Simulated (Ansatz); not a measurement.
# BrH₅N₂OSi: a ladder of functionals and wavefunction methods

Aim: compute BrH₅N₂OSi with functionals from several rungs and with coupled cluster. The yardstick is the atomisation energy at the CCSD(T) limit.

Computed with Ansatz 0.2.0, Gaussian basis. Level: functionals in def2-TZVPP, the program's frozen cores in correlated methods.

Plan: LDA (SPW92), PBE-D4, revPBE-D4, BLYP-D4, r2SCAN-D4, B97M-V, PBE0-D4, B3LYP-D4, r2SCANh-D4, r2SCAN0-D4, HSE06-D4, BHLYP-D4, CAM-B3LYP-D4, LC-ωPBE, ωB97X-V, ωB97M-V, B2PLYP, PBE-QIDH; CCSD(T)/def2-SVP; CCSD(T)/def2-TZVPP; MP2/def2-QZVPP; extrapolation to the limit; RPA on PBE.

## (1) Structure used throughout

An earlier PBE0-D4 in a triple-zeta def2 set relaxation fixed the geometry.

SMILES `N[Si](N)(O)Br`, 10 atoms, charge 0, spin multiplicity 1.

Atoms are counted from 1 here; the program's logs count them from 0.

Bond lengths: N1–Si2 1.688 Å, N1–H6 1.006 Å, N1–H7 1.006 Å, Si2–N3 1.693 Å, Si2–O4 1.637 Å, Si2–Br5 2.252 Å, N3–H8 1.005 Å, N3–H9 1.007 Å, O4–H10 0.958 Å. Angles: Si2–N1–H6 120.7°, Si2–N1–H7 120.6°, H6–N1–H7 112.8°, N1–Si2–N3 108.2°, N1–Si2–O4 103.8°, N1–Si2–Br5 117.3°, N3–Si2–O4 120.0°, N3–Si2–Br5 102.9°, O4–Si2–Br5 105.3°, Si2–N3–H8 121.6°, Si2–N3–H9 121.0°, H8–N3–H9 113.1°, Si2–O4–H10 116.4°.

## (2) LDA

This LDA is Slater exchange with PW92 correlation.

The input, in.yaml:

```yaml
crystal:
  periodic: [false, false, false]
  atoms:
    - {symbol: N, position_ang: [-1.062683, -0.365784, -1.097010]}
    - {symbol: Si, position_ang: [0.194846, 0.148530, -0.096072]}
    - {symbol: N, position_ang: [-0.235590, -0.182021, 1.507446]}
    - {symbol: O, position_ang: [1.523620, -0.550502, -0.747526]}
    - {symbol: Br, position_ang: [0.643677, 2.354951, -0.052078]}
    - {symbol: H, position_ang: [-2.018375, -0.147602, -0.873123]}
    - {symbol: H, position_ang: [-0.912629, -0.489981, -2.084048]}
    - {symbol: H, position_ang: [0.094720, 0.384172, 2.269201]}
    - {symbol: H, position_ang: [-0.498917, -1.111147, 1.791962]}
    - {symbol: H, position_ang: [2.354430, -0.091817, -0.615754]}
basis:
  gaussian: {orbitals: def2-TZVPP}
hamiltonian: {xc: lda}
output: {orbitals: {seedname: orbitals}}
```

The runs that follow: PBE-D4 (GGA); revPBE-D4 (GGA); BLYP-D4 (GGA); r2SCAN-D4 (meta-GGA); B97M-V (meta-GGA); PBE0-D4 (hybrid); B3LYP-D4 (hybrid); r2SCANh-D4 (hybrid); r2SCAN0-D4 (hybrid); HSE06-D4 (hybrid); BHLYP-D4 (hybrid); CAM-B3LYP-D4 (range-separated); LC-ωPBE-D4 (range-separated); ωB97X-V (range-separated); ωB97M-V (range-separated); B2PLYP (double hybrid); PBE-QIDH (double hybrid); CCSD(T) in def2-SVP; CCSD(T) in def2-TZVPP; MP2 in def2-QZVPP; RPA on PBE orbitals.

Before running them: what should the planned runs give, taken together? Wanted: atomisation energy, CCSD(T)/CBS; farthest beyond LDA; mean size of error, GGA; mean size of error, meta-GGA; mean size of error, hybrid; mean size of error, range-separated; mean size of error, double hybrid; gap, smallest and largest; T1 diagnostic.

The runs gave:

```
                               quantity                                                                 value
        atomisation energy, CCSD(T)/CBS                                                             37.915 eV
    functionals within 0.379 eV (1.0 %)  BLYP-D4, r2SCAN-D4, B97M-V, B3LYP-D4, CAM-B3LYP-D4, ωB97X-V, ωB97M-V
                    farthest beyond LDA                                                  BHLYP-D4 (-1.529 eV)
                mean size of error, GGA                                                              0.413 eV
           mean size of error, meta-GGA                                                              0.309 eV
             mean size of error, hybrid                                                              0.723 eV
    mean size of error, range-separated                                                              0.157 eV
      mean size of error, double hybrid                                                              0.719 eV
              gap, smallest and largest                                 5.86 eV (BLYP-D4), 13.23 eV (LC-ωPBE)
                          T1 diagnostic                                                                0.0089
triples share of the correlation energy                                                                 3.5 %
```

The LDA atomisation energy is off by 5.476 eV (14 %): it overbinds. PBE-D4 is off by +0.394 eV. Double hybrids carry the basis error of their MP2 part in triple zeta, and no dispersion term here, so their miss is partly the set-up's. The rungs range-separated, meta-GGA miss on average by less than the doubt on the reference (0.379 eV), so they tie. Misses under about 0.379 eV are within the doubt on the reference itself, which lacks core-valence correlation, relativity and higher excitations, and its outer-core shells are covered unevenly. All levels share the lack of spin-orbit coupling, which lowers the free heavy atoms and so the true binding. Hartree-Fock recovers 68 % of the binding; the rest is correlation. CCSD(T) in def2-SVP is off by -3.836 eV, more than most functionals: a good method in a small basis is no reference. The gap grows from 5.9 to 13.2 eV across the functionals, mostly with the share of exact exchange. Correlated methods include outer-core shells of Br, which these sets cover unevenly.
